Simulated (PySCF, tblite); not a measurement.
# C₆H₆F₄O₂: geometry, infrared bands and NMR shifts

Wanted: the infrared bands and NMR shifts of C₆H₆F₄O₂ (`COC(=O)/C=C\[C@H](F)C(F)(F)F`), by calculation.

The runs use tblite 0.8.0 and PySCF 2.14.0, with density-fitted response routines of our own; the level of theory stands in each step. All values are computed, except where a source is named. Atoms count from 0, in the outputs and in this text.

## 1. The molecule as given

18 atoms, charge 0, multiplicity 1; geometry from: force field or distance geometry start.

Bonds of the start (Å): C0–O1 1.43, O1–C2 1.34, C2–O3 1.23, C2–C4 1.49, C4–C5 1.34, C5–C6 1.51, C6–F7 1.38, C6–C8 1.53, C8–F9 1.35, C8–F10 1.36, C8–F11 1.36, C0–H12 1.08, C0–H13 1.10, C0–H14 1.10, C4–H15 1.08, C5–H16 1.08, C6–H17 1.08.

## 2. Optimising the geometry with GFN2-xTB

Job settings and geometry (Å):

```
{"job": {"kind": "relax", "xc": "GFN2-xTB", "basis": "xTB"}, "charge": 0, "multiplicity": 1}
C      3.335700     0.151500    -0.958100
O      2.361200    -0.722800    -0.384500
C      1.176200    -0.149300    -0.129600
O      0.855900     1.018500    -0.367500
C      0.270500    -1.167300     0.463800
C     -0.979300    -0.923100     0.894500
C     -1.711300     0.399700     0.948500
F     -2.391300     0.436300     2.144500
C     -2.697200     0.587300    -0.200500
F     -2.089300     0.556200    -1.402400
F     -3.342900     1.779800    -0.114600
F     -3.654600    -0.380700    -0.212900
H      4.247200    -0.406100    -1.102100
H      2.979500     0.516900    -1.930600
H      3.534800     0.999200    -0.281100
H      0.670500    -2.172300     0.515100
H     -1.544100    -1.758600     1.294700
H     -1.030300     1.241000     0.991100
```

On the command line:

```console
> OMP_NUM_THREADS=1 python probes_run.py task.json out
```

This one command runs all jobs of the session in turn.

**Question.** This job is followed by: GFN2-xTB harmonic vibrations, gas phase; GIAO PBE0/pcSseg-1 NMR shielding, non-relativistic, gas phase. Predict these results of the whole session: strongest single infrared mode (GFN2-xTB); zero-point energy (GFN2-xTB); 13C shifts against TMS (PBE0/pcSseg-1); 1H shifts against TMS (PBE0/pcSseg-1, means over atoms taken as alike); 17O shifts against H2O (PBE0/pcSseg-1); 19F shifts against CFCl3 (PBE0/pcSseg-1, means over atoms taken as alike).

As calculated:

| quantity | value |
| --- | --- |
| strongest single infrared mode (GFN2-xTB) | 1741 cm⁻¹, 320 km/mol |
| zero-point energy (GFN2-xTB) | 72.4 kcal/mol |
| 13C shifts against TMS (PBE0/pcSseg-1) | 173.4, 151.8, 133.2, 131.5, 90.4, 54.3 ppm |
| 1H shifts against TMS (PBE0/pcSseg-1, means over atoms taken as alike) | 7.57, 6.90, 6.29, 3.99 ppm |
| 17O shifts against H2O (PBE0/pcSseg-1) | 427.4, 204.5 ppm |
| 19F shifts against CFCl3 (PBE0/pcSseg-1, means over atoms taken as alike) | -90.7, -234.1 ppm |

Relaxing lowered the energy by 0.171 eV in 114 steps; the close pair that moved most is C2–O3, from 1.234 to 1.208 Å. All 48 modes are real, so the xTB geometry is a minimum. The strongest single mode, at 1741 cm⁻¹, moves mainly C2 and O3. GFN2-xTB is a fitted tight-binding method: band positions and strengths are rough. Its intensities can rank the bands wrongly. C2 (ester carbonyl carbon) lies farthest downfield among carbon, at 173.4 ppm; it is a carbonyl in resonance with an O or N lone pair, the region of acids, esters and amides. H17 (hydrogen on an allylic sp3 CH bonded to F) lies farthest downfield among hydrogen, at 7.57 ppm; its carbon carries F, an electronegative neighbour. At PBE0/pcSseg-1: The largest span, 685 ppm, is at O3, where the paramagnetic term is -498 ppm.
